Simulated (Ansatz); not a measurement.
# NbB2: the cost of one run

Computed with Ansatz 0.2.0 (DFT PBEsol, scalar-relativistic, plane waves, PAW, unless a step's input says otherwise).

The COD entry's cell or inner coordinates are ideal or old and differ from later refinements, so a difference from it is no clean test against experiment.

1 further run of the same task is left out (set aside as unsound or not needed).

### Step 1. The structure to begin with

It takes space group P6/mmm (No. 191, hexagonal). The conventional cell has a = 3.094 Å, b = 3.094 Å, c = 3.292 Å, α = 90.00°, β = 90.00°, γ = 120.00°. Nb (site symmetry 6/mmm) is surrounded by 12 B at 2.43 Å. Around B (site symmetry -6m2) lie 3 B at 1.79 Å and 6 Nb at 2.43 Å.

Coordinates:

```cif
data_structure
_symmetry_space_group_name_H-M 'P6/mmm'
_symmetry_Int_Tables_number 191
_cell_length_a 3.0943
_cell_length_b 3.0943
_cell_length_c 3.2916
_cell_angle_alpha 90.000
_cell_angle_beta 90.000
_cell_angle_gamma 120.000
_cell_volume 27.29
loop_
_atom_site_label
_atom_site_type_symbol
_atom_site_symmetry_multiplicity
_atom_site_Wyckoff_symbol
_atom_site_fract_x
_atom_site_fract_y
_atom_site_fract_z
_atom_site_occupancy
Nb1 Nb 1 a 0.00000 0.00000 0.00000 1
B1 B 2 d 0.33333 0.66667 0.50000 1
```

It is the result of an earlier relaxation at this level (volume 9.10 Å³/atom; gap on the mesh: none (metal)).

### Step 2. Relaxing to 0.001 eV/Å, with the smearing for a metal

The response runs start from a cell at rest, found with their own mesh and filling of the bands.

File input.yaml:

```yaml
crystal:
  lattice:
    - [3.0943402742, 0.0, 0.0]
    - [-1.5471701371, 2.6797772854, 0.0]
    - [0.0, 0.0, 3.2915957264]
  atoms:
    - { symbol: Nb, position: [0.0, 0.0, 0.0] }
    - { symbol: B, position: [0.3333333333, 0.6666666667, 0.5] }
    - { symbol: B, position: [0.6666666667, 0.3333333333, 0.5] }
basis:
  ecutwfc: 420
kpoints:
  mp_grid: { grid: [15, 15, 12] }
hamiltonian:
  xc: pbesol
scf:
  occupations: { method: fermi_dirac, width: 0.15 }
output:
  forces: true
  stress: true
  eigenvalues: true
relax:
  adjacent_minimum: "off"
  f_tol: 0.001
  max_steps: 60
  cell: { stress_tol: 0.01 }
```

Started as:

```sh
$ ansatz run input.yaml --threads 1 --pin off --max-ram 2560MiB --backend cpu --events-out ev --progress --plain --runs-dir out
```

**Question.** How long does this run take on 1 thread of an Arm CPU, shared host, and how much memory does it need?

About 17 s, with a peak of 0.35 GiB.
